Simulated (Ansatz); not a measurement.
Task: a check of forces and pressure against finite differences of Y₃Mg (distorted cell), with the Python package of Ansatz (0.2.0). Give the script and its output. Level of theory (first run): PBEsol, PAW, cutoff 540 eV, 4×4×4 k-points, Fermi-Dirac smearing of 0.15 eV.

```
CELL_PARAMETERS angstrom
0.00000 3.91855 3.91855
3.91855 0.00000 3.91855
3.91855 3.91855 0.00000
ATOMIC_POSITIONS crystal
Y 0.48208 0.54170 0.47385
Y 0.25237 0.22983 0.25522
Y 0.74229 0.74793 0.76129
Mg 0.00197 0.99861 0.99025
```

`fdcheck_y3mg.py`
```python
"""Do the forces of Y3Mg match the slope of the free energy, atoms off their sites."""

import ansatz as az
import numpy as np

vectors0 = np.array([
    [0.0, 3.91855, 3.91855],
    [3.91855, 0.0, 3.91855],
    [3.91855, 3.91855, 0.0],
])
sites = [
    ("Y", (0.48208, 0.5417, 0.47385)),
    ("Y", (0.25237, 0.22983, 0.25522)),
    ("Y", (0.74229, 0.74793, 0.76129)),
    ("Mg", (0.00197, 0.99861, 0.99025)),
]


def crystal_on(cell):
    crystal = az.Crystal(lattice=az.Lattice.of(cell))
    for symbol, position in sites:
        crystal = crystal.atom(symbol, position)
    return crystal

def solve(crystal):
    return (
        crystal.calculation()
        .occupations("fermi_dirac", width=150 * az.meV)
        .functional("PBEsol")
        .basis(540, xc_grid=2)
        .kpoints(4, 4, 4)
        .scf(tolerance=1e-09)
        .forces()
        .stress()
        .run(threads=1)
    ).report


centre = solve(crystal_on(vectors0))
start = crystal_on(vectors0)
# move one atom both ways along a Cartesian axis
print(f"force on atom 3 along z: analytic {centre['forces_ev_ang'][3][2]:.4f} eV/A")
for h in (0.005, 0.02):
    shift = np.eye(3)[2] * h @ np.linalg.inv(vectors0)
    plus, minus = (solve(start.move(3, to=np.array(sites[3][1]) + sign * shift))["lagrangian_ev"] for sign in (1, -1))
    print(f"  step {h} A: numerical {-(plus - minus) / (2 * h):.4f} eV/A")
# P = -dF/dV; the difference feels the change of the plane-wave count with the cell
volume = abs(np.linalg.det(vectors0))
larger, smaller = (solve(crystal_on(vectors0 * (1 + sign * 0.005) ** (1 / 3)))["lagrangian_ev"] for sign in (1, -1))
numerical = -(larger - smaller) / (0.01 * volume) * 160.21766
print(f"pressure: analytic {np.trace(centre['stress_gpa']) / 3:.3f}, numerical {numerical:.3f} GPa")
```

`python fdcheck_y3mg.py` gives:
```text
DeckWarning: output.stress: scf.convergence.dr2_threshold = 1e-9 eV is looser than the 4e-10 eV advised for a printed stress (1e-10 eV for each atom of the cell: 4). What an SCF threshold leaves in a stress goes as its square root, and in the free energy as the threshold itself, and one threshold admits the most on a [...]
force on atom 3 along z: analytic -0.1469 eV/A
  step 0.005 A: numerical -0.1469 eV/A
  step 0.02 A: numerical -0.1469 eV/A
pressure: analytic -1.431, numerical -1.431 GPa
```
(Warnings from the package without file and line, shortened.)

Notes:
- Spin is left out of this run.
- For a metal this k-point mesh is coarse: on a finer one energies can move by several to tens of meV an atom and pressures by half a GPa or more, differences at one mesh by less.
- A Fermi-Dirac width this large means warm electrons, whose thermal share enters the free energy.
- Pressure is positive in compression.
- The cell is a database structure, distorted on purpose.
- The central difference errs as the square of the step, so the shorter step is the fairer test; what remains comes from the finite grid and the SCF threshold.
- It ran for 70 s on 1 thread of Arm Neoverse V2 (shared host), peak memory 0.5 GiB.
